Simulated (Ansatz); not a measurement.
## NaB, space group Fm-3m: an all-electron equation of state, step by step

Computed with the Ansatz DFT code, driven from Python.

Notebook, run cell by cell (the value of a cell's last expression is shown):

```python
import ansatz as az
from ase.eos import EquationOfState
from ase.units import GPa
import numpy as np

vectors0 = np.array([
    [0.0, 2.68387, 2.68387],
    [2.68387, 0.0, 2.68387],
    [2.68387, 2.68387, 0.0],
])
sites = [
    ("Na", [0.0, 0.0, 0.0]),
    ("B", [0.5, 0.5, 0.5]),
]
```

```python
def make_crystal(cell):
    crystal = az.Crystal(lattice=az.Lattice.of(cell))
    for symbol, position in sites:
        crystal = crystal.atom(symbol, position)
    return crystal

volumes, energies = [], []
for scale in np.linspace(0.94, 1.06, 7):
    cell = vectors0 * scale ** (1 / 3)
    job = (
        make_crystal(cell).calculation()
        .functional(az.Functional.PBE)
        .occupations("fermi_dirac", width=0.15)
        .scf(tolerance=1e-10)
        .kpoints(9, 9, 9)
        .pseudopotentials("all_electron", lapw=True, basis_error=0.001)
    )
    rep = job.run(threads=1).report
    volumes.append(abs(np.linalg.det(cell)) / len(sites))
    energies.append(rep["free_energy_ev"] / len(sites))
    print(f"{scale:.3f} {volumes[-1]:9.4f} A^3/atom {energies[-1]:16.5f} eV/atom  (estimated basis error {1000 * rep['lapw_basis_errors']['total_ev_per_atom']:.2f} meV/atom)")
v0, e0, bulk = EquationOfState(volumes, energies, eos="birchmurnaghan").fit()
print(f"V0 = {v0:.4f} A^3/atom, B0 = {bulk / GPa:.1f} GPa")
```

    0.940   18.1724 A^3/atom      -2546.28781 eV/atom  (estimated basis error 0.28 meV/atom)
    0.960   18.5590 A^3/atom      -2546.29212 eV/atom  (estimated basis error 0.28 meV/atom)
    0.980   18.9457 A^3/atom      -2546.29485 eV/atom  (estimated basis error 0.28 meV/atom)
    1.000   19.3323 A^3/atom      -2546.29615 eV/atom  (estimated basis error 0.28 meV/atom)
    1.020   19.7190 A^3/atom      -2546.29616 eV/atom  (estimated basis error 0.28 meV/atom)
    1.040   20.1056 A^3/atom      -2546.29502 eV/atom  (estimated basis error 0.28 meV/atom)
    1.060   20.4923 A^3/atom      -2546.29283 eV/atom  (estimated basis error 0.28 meV/atom)
    V0 = 19.5286 A^3/atom, B0 = 25.5 GPa

A third-order Birch-Murnaghan fit through the 7 points has its minimum at 19.53 Å³ an atom, 1.0 % above the typed cell, with a bulk modulus of 25 GPa and dB/dP = 4.3. From that minimum the energy rises by 8.5 meV an atom on the compressed side and 3.5 meV on the expanded side.

Notes:
- All-electron totals depend on functional, relativistic treatment and basis; only differences at equal settings carry meaning.
- For a metal this k-point mesh is coarse: on a finer one energies can move by several to tens of meV an atom and pressures by half a GPa or more, differences at one mesh by less.
- A Fermi-Dirac width this large means warm electrons, whose thermal share enters the free energy.
- This cell is a computed structure, which may not be the phase found in nature.
- Timing: 15 s on 1 thread of Intel(R) Xeon(R) Processor @ 2.30GHz, on a shared host, peak memory 0.37 GiB.
